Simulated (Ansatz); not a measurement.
What does this script print? It uses Ansatz 0.2.0 through its Python package.

The script, `sic.py`:
```python
# -*- coding: utf-8 -*-
'''What the space group makes of the typed atoms of SiC.'''

import ansatz as az
import numpy as np

cell = (
    az.Lattice.fcc(4.358)
    .space_group(216)
    .atom('Si', (0.0, 0.0, 0.0))
    .atom('C', (0.25, 0.25, 0.75))
    .primitive()
)

read = cell.crystallographic_orbits()
print('group', read['space_group'], read['hermann_mauguin'], 'conventional content', read['formula'])
print('orbits:', [orbit['symbol'] + ' ' + str(orbit['wyckoff']) for orbit in read['orbits']])
for pair in read['least_distances']:
    print(f'  shortest {pair["first"]}-{pair["second"]}: {pair["distance_ang"]:.3f} A')
print('atoms in the primitive and conventional cells:', len(cell.primitive().resolved().sites), len(cell.conventional().resolved().sites))
built = cell.resolved()
vectors = np.array(built.lattice.vectors)
print('cell vectors (A)')
print(vectors.round(4) + 0.0)
for index, site in enumerate(built.sites):
    print(index, site.symbol, np.round(site.position, 4) + 0.0)
```

```console
$ python sic.py
group 216 F-43m conventional content Si4C4
orbits: ['Si 4a', 'C 4d']
  shortest Si-Si: 3.082 A
  shortest Si-C: 1.887 A
  shortest C-C: 3.082 A
atoms in the primitive and conventional cells: 2 8
cell vectors (A)
[[0.    2.179 2.179]
 [2.179 0.    2.179]
 [2.179 2.179 0.   ]]
0 Si [0. 0. 0.]
1 C [0.75 0.75 0.75]
```
